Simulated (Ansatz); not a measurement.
# BH₂LiSTe (SMILES [Li][S][Te]B): one structure at several levels

An exercise on one series of results from a longer session: the logs are not shown, and one member is left open.

Method: single points in def2-TZVPP; program: Ansatz 0.2.0, Gaussian basis.

Cores are frozen in the correlated methods. Filled d shells of the heavier atoms are correlated. Core potentials replace the inner electrons past krypton, and spin-orbit coupling is left out. The outer core shell of Li, Na, Mg and K is correlated. B3LYP uses VWN-RPA correlation.

### Starting geometry

6 atoms, charge 0, spin multiplicity 1.

Atoms are counted from 1 here; the program's logs count them from 0.

Bond lengths: Li1–S2 2.261 Å, S2–Te3 2.421 Å, Te3–B4 2.063 Å, B4–H5 1.253 Å, B4–H6 1.288 Å. Angles: Li1–S2–Te3 89.0°, S2–Te3–B4 101.4°, Te3–B4–H5 128.8°, Te3–B4–H6 128.3°, H5–B4–H6 102.9°.

Geometry (Å):

```xyz
6
BH2LiSTe
Li   -1.84490   -0.04640    0.50250
S    -0.99310    1.94540    1.14920
Te    1.09270    1.35570    0.07030
B     0.73400   -0.60200   -0.47090
H     1.51180   -1.42170   -1.01180
H    -0.33190   -1.29980   -0.28070
```

Set-up of the first run:

File run/in.yaml:

```yaml
crystal:
  periodic: [false, false, false]
  atoms:
    - {symbol: Li, position_ang: [-1.844900, -0.046400, 0.502500]}
    - {symbol: S, position_ang: [-0.993100, 1.945400, 1.149200]}
    - {symbol: Te, position_ang: [1.092700, 1.355700, 0.070300]}
    - {symbol: B, position_ang: [0.734000, -0.602000, -0.470900]}
    - {symbol: H, position_ang: [1.511800, -1.421700, -1.011800]}
    - {symbol: H, position_ang: [-0.331900, -1.299800, -0.280700]}
basis:
  gaussian: {orbitals: def2-TZVPP}
correlation: {method: ccsd_t}
output: {forces: true}
```

The command line of these runs was not kept.

Steps of the session up to this table: CCSD(T)/def2-TZVPP; PBE0-D4/def2-TZVPP; wB97M-V/def2-TZVPP; r2SCAN-D4/def2-TZVPP; PBE-D4/def2-TZVPP; wB97X-V/def2-TZVPP; B3LYP-D4/def2-TZVPP.

One of the session's tables, all rows but one given; the rest of the session is left out.

| method | RMS force component (eV/Å) | angle to CCSD(T) forces (°) | dipole (D) |
| --- | --- | --- | --- |
| CCSD(T) | 0.744 | reference | 4.92 |
| PBE0-D4 | 0.739 | 6.9 | 4.94 |
| wB97M-V | 0.761 | 6.1 | 5.06 |
| r2SCAN-D4 | 0.741 | 3.4 | 4.91 |
| PBE-D4 | ? | ? | ? |
| wB97X-V | 0.746 | 8.8 | 5.26 |
| B3LYP-D4 | 0.781 | 6.1 | 4.82 |

Q: Estimate the row for PBE-D4 from the others.

The run gave: RMS force component (eV/Å): 0.680; angle to CCSD(T) forces (°): 4.4; dipole (D): 4.55. In the column «RMS force component (eV/Å)» it is the lowest.
